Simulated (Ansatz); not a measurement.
# SbH2+ (singlet): wave-function methods side by side, def2-TZVPP

The task here is to estimate one member of a computed series from the others.

The runs use Ansatz 0.2.0, Gaussian basis; def2-TZVPP, core rule «outside noble gas», up to 9 orbitals frozen.

Plan: UHF; CCSD(T) on RHF; CCSD(T) on UHF; BCCD(T) on RHF; CCSDT(Q) on RHF; CCSDT(Q) on UHF; CASSCF and MRCISD+Q, 6 electrons in 6 orbitals; CASSCF and NEVPT4(SD), 6 electrons in 6 orbitals; CASSCF and NEVPT2, 6 electrons in 6 orbitals.

14 further runs of the same task are left out: 5 that didn't finish, 9 set aside as unsound or not needed. Runs told in other sessions of the task aren't counted.

### What is computed

The geometry is a PBE0/def2-TZVP stationary point (not a proven minimum). No spin-orbit coupling is included. Elements past krypton take def2 core potentials.

3 atoms, charge 1, spin multiplicity 1.

Atoms are counted from 1 here; the program's logs count them from 0.

Bond lengths: Sb1–H2 1.709 Å, Sb1–H3 1.709 Å. Angles: H2–Sb1–H3 90.2°.

The first run:

in.yaml reads:

```yaml
crystal:
  periodic: [false, false, false]
  atoms:
    - {symbol: Sb, position_ang: [0.000000, -0.019641, 0.000000]}
    - {symbol: H, position_ang: [0.000000, 1.186306, -1.210269]}
    - {symbol: H, position_ang: [0.000000, 1.186365, 1.210211]}
basis:
  gaussian: {orbitals: def2-TZVPP}
total_charge: 1
magnetization: {spin_polarized: true, initial_magnetization: 0}
hamiltonian: {xc: hf}
output: {orbitals: {seedname: orbitals}}
```

Command:

```bash
$ ansatz run in.yaml --threads 1 --pin off --events-out ev --progress --plain --max-ram 2393MiB
```

Steps of the session up to this table: UHF; CCSD(T) on RHF; CCSD(T) on UHF; BCCD(T) on RHF; CCSDT(Q) on RHF; CCSDT(Q) on UHF; CASSCF and MRCISD+Q, 6 electrons in 6 orbitals; CASSCF and NEVPT4(SD), 6 electrons in 6 orbitals; CASSCF and NEVPT2, 6 electrons in 6 orbitals.

One table of the session follows, with a row left open; its other results are not shown here.

```
            method  from RCCSDT(Q) (meV)
               RHF               +3487.6
               UHF               +3481.4
              RMP2                +773.1
             RCCSD                 +98.9
          RCCSD(T)                 +18.9
           BCCD(T)                 +18.7
            RCCSDT                  +2.9
         RCCSDT(Q)                     0
    CASSCF valence               +2064.4
    NEVPT2 valence                +564.3
NEVPT4(SD) valence                 +85.5
    MRCISD valence                     ?
  MRCISD+Q valence                  +1.5
```

**Question.** Estimate the row for MRCISD valence.

The run gave: from RCCSDT(Q) (meV): +81.9. In the column «from RCCSDT(Q) (meV)» it lies between RCCSD(T) (+18.9) and NEVPT4(SD) valence (+85.5).

Not comparable, so not listed: CCSD(T) on UHF; CCSDT(Q) on UHF (they don't share determinant, frozen orbitals or solution with the rows shown, or repeat one).

Caveats from the session: Warnings: restricted reference is unstable; spin contamination.
